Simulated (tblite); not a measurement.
# H4S12Zr5: the cost of one run

Computed with tblite 0.8.0 and PySCF 2.14.0 and routines of our own; the level stands in each step. Atoms count from 0.

### 1 The starting structure

21 atoms, charge 0, multiplicity 1; geometry from: force field, distance geometry or constructed start.

### 2 Relaxing the molecule with GFN1-xTB

What the job is given:

```
{"job": {"kind": "relax", "xc": "GFN1-xTB", "basis": "xTB"}, "charge": 0, "multiplicity": 1}
Zr    -0.976800    -1.955600    -0.176900
Zr    -2.814900     1.218500    -0.182200
Zr     2.683500    -1.956100    -0.174300
Zr     4.507600     1.220300    -0.181500
Zr     0.847300     1.214700    -0.171900
S     -2.815000    -0.897700    -1.627900
S     -0.981600     0.161100     1.271400
S     -2.808300    -3.007600     1.276200
S      0.851000    -0.899300    -1.625700
S      0.845500    -3.011100     1.276300
S     -4.643800     0.158200     1.272600
S     -0.984200     2.270500    -1.625300
S     -4.645100     2.273200    -1.620300
S      4.510500    -0.897800    -1.628000
S      2.676100     0.164500     1.274900
S      6.336400     0.160000     1.281000
S      2.678700     2.274400    -1.624400
H      7.322000     1.097200     1.128200
H     -2.978600    -4.195600     0.613900
H     -4.805200     3.460500    -0.959300
H     -4.810300     1.158300     2.203000
```

Command:

```sh
$ OMP_NUM_THREADS=2 python large_run.py task.json out
```

The driver reads the jobs from task.json and runs them one after another.

Q: Estimate the wall time and peak memory of this first job on 2 threads of Arm Neoverse V1, shared host.

About 5.8 s, with a peak of 0.16 GiB.
